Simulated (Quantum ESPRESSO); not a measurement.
Crystal: HPbNO4.

```
H Pb N O
1.0
     4.12040   -0.00081   -0.01120
     0.00404    6.42722    0.05360
     0.02791    3.20707    7.74994
H Pb N O
2 2 2 8
Cartesian
  3.7380 2.9684 3.7875
  1.6795 6.6644 4.0009
  1.6467 4.2515 5.4933
  3.6983 5.3813 2.2951
  2.6193 1.9491 1.6102
  0.5769 7.6848 6.1852
  3.7590 3.8553 4.2210
  2.2235 3.1363 1.5259
  2.2071 1.0645 0.8217
  3.4590 1.6183 2.5274
  1.6973 5.7776 3.5672
  0.1804 6.4980 6.2725
  0.1698 8.5703 6.9754
  1.4117 8.0143 5.2631
```

The cell was built by a generator and needn't be a form met in nature.

Base run:

- Program: Quantum ESPRESSO 7.5
- Functional: PBEsol
- Potentials or basis: SG15 PBE 1.2
- Cutoff: 1197 eV
- Density cutoff: 4789 eV
- k mesh: 5 × 4 × 3
- Occupations: fermi-dirac, width 0.05 eV
- Spin: no spin polarisation

Its results: band gap on the k mesh 3.27 eV, indirect (least direct gap 3.34 eV); pressure -1.9 GPa; largest force 0.315 eV/Å.

The run is repeated on the same cell with these changes: functional from PBEsol to LDA. What comes out?

Band gap on the k mesh 3.23 eV, indirect (least direct gap 3.30 eV); pressure -3.7 GPa; largest force 0.692 eV/Å.

LDA binds more tightly than PBEsol, so the same cell stands under less pressure.

Caveats: the potentials were made for another functional, which shifts forces and pressure; spin-orbit coupling is left out, which as a rule narrows the gap of such compounds by several tenths of an eV.
